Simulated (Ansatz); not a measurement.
# Isostructural TiRh3, TiPd3, TiPt3: table of trends, by script

A script is to give a table of trends; the system is isostructural TiRh3, TiPd3, TiPt3.

All numbers are computed with Ansatz 0.2.0 through its Python package. Level of theory: DFT LDA, plane waves, PAW.

### 1 Starting point

TiRh3 Pm-3m: Symmetry: Pm-3m, No. 221, cubic system. The conventional cell has a = 3.822 Å, b = 3.822 Å, c = 3.822 Å, α = 90.00°, β = 90.00°, γ = 90.00°. Ti (site symmetry m-3m) has 12 Rh at 2.70 Å as nearest neighbours. Rh (site symmetry 4/mmm) is surrounded by 4 Ti at 2.70 Å and 8 Rh at 2.70 Å.

TiPd3 Pm-3m: The structure is cubic, space group Pm-3m (No. 221). Conventional cell: a = 3.820 Å, b = 3.820 Å, c = 3.820 Å, α = 90.00°, β = 90.00°, γ = 90.00°. Around Ti (site symmetry m-3m) lie 12 Pd at 2.70 Å. Pd (site symmetry 4/mmm) is surrounded by 4 Ti at 2.70 Å and 8 Pd at 2.70 Å.

TiPt3 Pm-3m: Symmetry: Pm-3m, No. 221, cubic system. Conventional cell: a = 3.897 Å, b = 3.897 Å, c = 3.897 Å, α = 90.00°, β = 90.00°, γ = 90.00°. Around Ti (site symmetry m-3m) lie 12 Pt at 2.76 Å. Pt (site symmetry 4/mmm) is surrounded by 4 Ti at 2.76 Å and 8 Pt at 2.76 Å.

The script holds or builds the structure itself.

### 2 The script

trend_tirh3.py reads:

```python
import warnings

import ansatz as az
import numpy as np
from tabulate import tabulate

XC = "LDA"
ECUT = 460
K_SPACING = 0.14
SMEARING = "cold"
SMEARING_WIDTH = 0.1

PHASES = {
    "TiRh3": (
        [(3.822, 0.0, 0.0), (0.0, 3.822, 0.0), (0.0, 0.0, 3.822)],
        [
            ("Ti", (0.0, 0.0, 0.0)),
            ("Rh", (0.0, 0.5, 0.5)),
            ("Rh", (0.5, 0.0, 0.5)),
            ("Rh", (0.5, 0.5, 0.0)),
        ],
    ),
    "TiPd3": (
        [(3.82, 0.0, 0.0), (0.0, 3.82, 0.0), (0.0, 0.0, 3.82)],
        [
            ("Ti", (0.0, 0.0, 0.0)),
            ("Pd", (0.0, 0.5, 0.5)),
            ("Pd", (0.5, 0.0, 0.5)),
            ("Pd", (0.5, 0.5, 0.0)),
        ],
    ),
    "TiPt3": (
        [(3.897, 0.0, 0.0), (0.0, 3.897, 0.0), (0.0, 0.0, 3.897)],
        [
            ("Ti", (0.0, 0.0, 0.0)),
            ("Pt", (0.0, 0.5, 0.5)),
            ("Pt", (0.5, 0.0, 0.5)),
            ("Pt", (0.5, 0.5, 0.0)),
        ],
    ),
}


def build(vectors, sites):
    crystal = az.Crystal(lattice=az.Lattice.of(vectors))
    for symbol, position in sites:
        crystal = crystal.atom(symbol, position)
    return crystal


def ground_state(name, crystal, relax=True):
    calc = (
        crystal.calculation()
        .functional(XC)
        .basis(ECUT)
        .kpoints(spacing=K_SPACING)
        .occupations(SMEARING, width=SMEARING_WIDTH)
        .stress()
        .band_table()
    )
    if relax:
        calc = calc.relax(force_tolerance=0.03, cell=True)
    return calc.run(threads=1, pin="off")

def bulk_modulus(name, outcome, step=0.02):
    # B = -V dP/dV from the pressures of two uniformly scaled cells, atoms held at their fractions
    pressure = []
    for factor in (1 - step, 1.0, 1 + step):
        cell = az.Crystal(lattice=az.Lattice.of(outcome.lattice.cell_ang * factor ** (1 / 3)))
        for site in outcome.report["lattice"]["sites"]:
            cell = cell.atom(site["symbol"], site["position_frac"])
        pressure.append(np.trace(ground_state(name, cell, relax=False).report["stress_gpa"]) / 3)
    slope, bend = (pressure[0] - pressure[2]) / (2 * step), abs(pressure[0] + pressure[2] - 2 * pressure[1])
    # a jump of mesh or basis between the cells shows as a kink: no modulus then
    return float(slope) if bend < 12 * step**2 * abs(slope) + 0.15 and abs(pressure[1]) < 1.5 else float("nan")


def volume_per_atom(outcome):
    return abs(np.linalg.det(outcome.lattice.cell_ang)) / len(outcome.lattice.sites)

warnings.simplefilter("ignore")

phases = {name: build(*cell) for name, cell in PHASES.items()}

done = {}
for name, crystal in phases.items():
    try:
        done[name] = ground_state(name, crystal)
    except az.NonConvergedError as error:
        print(name, "did not converge:", str(error)[:120])

rows = [(name, volume_per_atom(o), bulk_modulus(name, o)) for name, o in done.items()]
print(tabulate(rows, headers=["compound", "V (A^3/atom)", "B (GPa)"], floatfmt=".4f", tablefmt="simple"))
```

### 3 Running it

On the command line:

```sh
$ python trend_tirh3.py
```

Q: Predict the main results. Wanted: TiRh3; TiPd3; TiPt3.

As calculated:

| quantity | value |
| --- | --- |
| runs compared | 12 |
| TiRh3 (run 1): relaxed volume, space group | 13.40 Å³/atom, Pm-3m |
| TiPd3 (run 2): relaxed volume, space group | 14.08 Å³/atom, Pm-3m |
| TiPt3 (run 3): relaxed volume, space group | 14.52 Å³/atom, Pm-3m |

**Reading.** By relaxed volume an atom the order is TiRh3 (run 1) < TiPd3 (run 2) < TiPt3 (run 3). In run 1, the volume shrank by 4.0 % over 4 moves, and the space group stayed Pm-3m. In run 3, over 2 moves the cell shrank by 1.8 % in volume, and the space group stayed Pm-3m. Notes:
- Pressure is positive in compression.
- Spin-orbit coupling, which matters for elements this heavy, is left out.
- Some members of the series are computed structures and not known phases.
